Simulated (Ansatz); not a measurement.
**GeH₃LiO: single points off equilibrium**

An exercise on one series of results from a longer session: the logs are not shown, and one member is left open.

Method: single points in def2-TZVPP; program: Ansatz 0.2.0, Gaussian basis.

Cores are frozen in the correlated methods. Filled d shells of the heavier atoms are correlated. The outer core shell of Li, Na, Mg and K is correlated.

### Starting geometry

SMILES `[Li][O][GeH3]`, 6 atoms, charge 0, spin multiplicity 1.

Atoms are counted from 1 here; the program's logs count them from 0.

Bond lengths: Li1–O2 1.585 Å, O2–Ge3 1.626 Å, Ge3–H4 1.569 Å, Ge3–H5 1.598 Å, Ge3–H6 1.737 Å. Angles: Li1–O2–Ge3 174.1°, O2–Ge3–H4 107.4°, O2–Ge3–H5 118.9°, O2–Ge3–H6 109.5°, H4–Ge3–H5 106.6°, H4–Ge3–H6 108.5°, H5–Ge3–H6 105.5°.

Geometry (Å):

```mol
GeH3LiO
  3D, bonds by distance, orders not assigned

  6  5  0  0  0  0  0  0  0  0999 V2000
    1.0199   -2.2332    1.1672 Li  0  0
    0.3487   -0.9825    0.4620 O   0  0
   -0.1876    0.3717   -0.2602 Ge  0  0
   -1.2557   -0.0568   -1.3272 H   0  0
    0.8609    1.3125   -1.0156 H   0  0
   -0.9619    1.3886    0.9162 H   0  0
  1  2  8  0
  2  3  8  0
  3  4  8  0
  3  5  8  0
  3  6  8  0
M  END
```

Set-up of the first run:

Input file run/in.yaml:

```yaml
crystal:
  periodic: [false, false, false]
  atoms:
    - {symbol: Li, position_ang: [1.019900, -2.233200, 1.167200]}
    - {symbol: O, position_ang: [0.348700, -0.982500, 0.462000]}
    - {symbol: Ge, position_ang: [-0.187600, 0.371700, -0.260200]}
    - {symbol: H, position_ang: [-1.255700, -0.056800, -1.327200]}
    - {symbol: H, position_ang: [0.860900, 1.312500, -1.015600]}
    - {symbol: H, position_ang: [-0.961900, 1.388600, 0.916200]}
basis:
  gaussian: {orbitals: def2-TZVPP}
correlation: {method: ccsd_t}
output: {forces: true}
```

The command line of these runs was not kept.

Among the steps run: CCSD(T)/def2-TZVPP; PBE0-D4/def2-TZVPP; wB97M-V/def2-TZVPP; r2SCAN-D4/def2-TZVPP; PBE-D4/def2-TZVPP; SPW92/def2-TZVPP; LC-wPBE/def2-TZVPP.

One of the session's tables, all rows but one given; the rest of the session is left out.

```
   method  RMS force component (eV/Å)  angle to CCSD(T) forces (°)  dipole (D)
  CCSD(T)                       1.606                    reference        7.18
  PBE0-D4                       1.562                          2.4        7.10
  wB97M-V                       1.632                          1.0        7.07
r2SCAN-D4                           ?                            ?           ?
   PBE-D4                       1.698                          6.0        7.04
    SPW92                       1.513                          4.1        6.90
  LC-wPBE                       1.569                          2.7        7.07
```

Estimate the missing values for r2SCAN-D4.

As computed: RMS force component (eV/Å): 1.560; angle to CCSD(T) forces (°): 0.9; dipole (D): 7.22. In the column «RMS force component (eV/Å)» it lies between SPW92 (1.513) and PBE0-D4 (1.562).
